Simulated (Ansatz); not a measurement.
# F₂GeH₄SSi: one species, many methods

An exercise on one series of results from a longer session: the logs are not shown, and one member is left open.

The runs use Ansatz 0.2.0, Gaussian basis; functionals in def2-TZVPP, the program's frozen cores in correlated methods.

The runs, in order: PBE-D4, r2SCAN-D4, PBE0-D4, B3LYP-D4, ωB97X-V, ωB97M-V, B2PLYP; CCSD(T)/def2-TZVPP; MP2/def2-QZVPP; extrapolation to the limit.

## The geometry

An earlier PBE0-D4 in a triple-zeta def2 set relaxation fixed the geometry.

9 atoms, charge 0, spin multiplicity 1.

Atoms are counted from 1 here; the program's logs count them from 0.

Bond lengths: F1–Si2 1.587 Å, Si2–F3 1.589 Å, Si2–S4 2.092 Å, Si2–H6 1.471 Å, S4–Ge5 2.247 Å, Ge5–H7 1.532 Å, Ge5–H8 1.532 Å, Ge5–H9 1.532 Å. Angles: F1–Si2–F3 105.0°, F1–Si2–S4 112.0°, F1–Si2–H6 108.7°, F3–Si2–S4 111.0°, F3–Si2–H6 109.6°, S4–Si2–H6 110.5°, Si2–S4–Ge5 98.6°, S4–Ge5–H7 109.1°, S4–Ge5–H8 104.4°, S4–Ge5–H9 108.8°, H7–Ge5–H8 111.5°, H7–Ge5–H9 111.4°, H8–Ge5–H9 111.3°.

Set-up of the first run:

Contents of in.yaml:

```yaml
crystal:
  periodic: [false, false, false]
  atoms:
    - {symbol: F, position_ang: [-1.229449, 0.245668, 1.963344]}
    - {symbol: Si, position_ang: [-1.197024, 0.989374, 0.561869]}
    - {symbol: F, position_ang: [0.061686, 1.956740, 0.637365]}
    - {symbol: S, position_ang: [-1.014300, -0.353268, -1.032211]}
    - {symbol: Ge, position_ang: [1.098762, -1.024690, -0.667130]}
    - {symbol: H, position_ang: [-2.424190, 1.788048, 0.423891]}
    - {symbol: H, position_ang: [1.351792, -1.082465, 0.842533]}
    - {symbol: H, position_ang: [1.172815, -2.415925, -1.303382]}
    - {symbol: H, position_ang: [2.053910, -0.045882, -1.357377]}
basis:
  gaussian: {orbitals: def2-TZVPP}
hamiltonian: {xc: pbe, dispersion: d4}
output: {forces: true, orbitals: {seedname: orbitals}}
```

Launch:

```
$ ansatz run in.yaml --threads 4 --pin off --events-out ev --progress --plain --max-ram 10444MiB
```

Among the steps run: PBE-D4 (GGA); r2SCAN-D4 (meta-GGA); PBE0-D4 (hybrid); B3LYP-D4 (hybrid); ωB97X-V (range-separated); ωB97M-V (range-separated); B2PLYP (double hybrid); CCSD(T) in def2-TZVPP; MP2 in def2-QZVPP.

One of the session's tables, all rows but one given; the rest of the session is left out.

| method | atomisation energy (eV) |
| --- | --- |
| PBE-D4 | 31.353 |
| r2SCAN-D4 | 31.484 |
| PBE0-D4 | 30.903 |
| B3LYP-D4 | 31.021 |
| ωB97X-V | 31.611 |
| ωB97M-V | 31.364 |
| B2PLYP | 30.852 |
| HF/def2-TZVPP | 23.157 |
| MP2/def2-TZVPP | 31.317 |
| CCSD/def2-TZVPP | 30.236 |
| CCSD(T)/def2-TZVPP | 30.698 |
| MP2/CBS | ? |
| CCSD(T)/CBS | 31.593 |

Estimate the missing values for MP2/CBS.

**Answer.** atomisation energy (eV): 32.212. In the column «atomisation energy (eV)» it is the highest.

Caveats from the session: Free atoms (2 F, 1 Si, 1 S, 1 Ge, 4 H) were run apart at each level; the atomisation energy is their sum less the molecule, without zero-point or spin-orbit terms.
